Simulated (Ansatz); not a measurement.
This was printed by a script on Ansatz 0.2.0 through its Python package, for a single point in a Gaussian basis of CH3F3OSn, SMILES FC(F)(F)[O][SnH3]. What did the script look like? Use: CAM-B3LYP, def2-SVPD basis, multiplicity 1.

```xyz
9

F     2.2911   -0.3524   -1.4990
C     0.9550   -0.2425   -1.0067
F     0.2107    0.6821   -1.7682
F     0.4533   -1.4821   -1.1209
O     1.0289    0.1520    0.3225
Sn   -0.8238    0.2783    1.0858
H    -1.7340    1.4337    0.1853
H    -1.5512   -1.2913    0.9778
H    -0.7414    0.7759    2.8062
```

```console
$ python energy_ch3f3osn.py
converged              True
free_energy_ev         -17103.24678591758
reference_energy_ev    -17103.24678591758
n_frozen               0
n_occupied             [33, 33]
n_virtual              [135, 135]
Alpha     -16.404 eV  occupation 2
Alpha     -15.366 eV  occupation 2
Alpha     -15.182 eV  occupation 2
Alpha     -14.566 eV  occupation 2
Alpha     -14.070 eV  occupation 2
Alpha     -13.790 eV  occupation 2
Alpha     -13.578 eV  occupation 2
Alpha     -12.130 eV  occupation 2
Alpha     -12.028 eV  occupation 2
Alpha     -11.027 eV  occupation 2
Alpha     -10.792 eV  occupation 2
Alpha      -0.399 eV  occupation 0
Alpha       0.362 eV  occupation 0
Alpha       1.166 eV  occupation 0
Alpha       1.213 eV  occupation 0
Alpha       1.659 eV  occupation 0
Alpha       2.252 eV  occupation 0
Alpha       2.580 eV  occupation 0
Alpha       2.825 eV  occupation 0
Alpha       2.892 eV  occupation 0
Alpha       3.106 eV  occupation 0
Alpha       3.717 eV  occupation 0
Alpha       4.119 eV  occupation 0
Alpha       4.370 eV  occupation 0
Alpha       4.598 eV  occupation 0
```

The script that was run (others could print the same):

`energy_ch3f3osn.py`
```python
from pathlib import Path
import json

import ansatz as az

GEOMETRY = """
F     2.29110   -0.35240   -1.49900
C     0.95500   -0.24250   -1.00670
F     0.21070    0.68210   -1.76820
F     0.45330   -1.48210   -1.12090
O     1.02890    0.15200    0.32250
Sn   -0.82380    0.27830    1.08580
H    -1.73400    1.43370    0.18530
H    -1.55120   -1.29130    0.97780
H    -0.74140    0.77590    2.80620
"""

molecule = az.Crystal.molecule()
for line in GEOMETRY.strip().splitlines():
    symbol, *xyz = line.split()
    molecule = molecule.atom(symbol, [float(v) for v in xyz])

calculation = (
    molecule.calculation()
    .basis(gaussian="def2-SVPD")
    .functional("cam_b3lyp")
    .orbitals()
)
result = calculation.run(threads=1, runs_dir="runs")
rep = result.report

for key in ("converged", "free_energy_ev", "reference_energy_ev", "n_frozen", "n_occupied", "n_virtual"):
    print(f"{key:22s} {rep[key]}")

lines = Path(rep["orbitals_path"]).read_text().splitlines()
field_of = lambda key: [line.split("=")[1].strip() for line in lines if line.startswith(key)]
orbitals = [(27.211386 * float(e), s, float(n)) for e, s, n in zip(field_of("Ene="), field_of("Spin="), field_of("Occup="))]
homo = max(e for e, _, n in orbitals if n > 0.5)
lumo = min(e for e, _, n in orbitals if n < 0.5)
for e, spin, n in sorted(orbitals):
    if homo - 6 < e < lumo + 5:
        print(f"{spin:6s} {e:10.3f} eV  occupation {n:.0f}")
with open("ch3f3osn.json", "w") as handle:
    json.dump({k: rep[k] for k in ("free_energy_ev", "reference_energy_ev", "n_occupied", "n_virtual")}, handle, indent=1)
```

Caveats:
- Total energies depend on the basis set; only differences at equal settings carry meaning.
- The geometry is a force-field or estimated start, not a minimum of this method, and the basis set is short of its limit.
- def2 sets replace the cores of elements past krypton by effective core potentials.
- Alpha marks a spatial orbital of a restricted run, filled by both spins.
- Levels such as HOMO and LUMO are orbital energies: with these approximate functionals they aren't the ionisation energy and electron affinity, and their gap isn't the fundamental gap.
- Run time: 19 s on 1 thread of Arm Neoverse N1 (shared host), peak memory 0.61 GiB.

(Lines on the test bed's own set-up are left out of the output.)
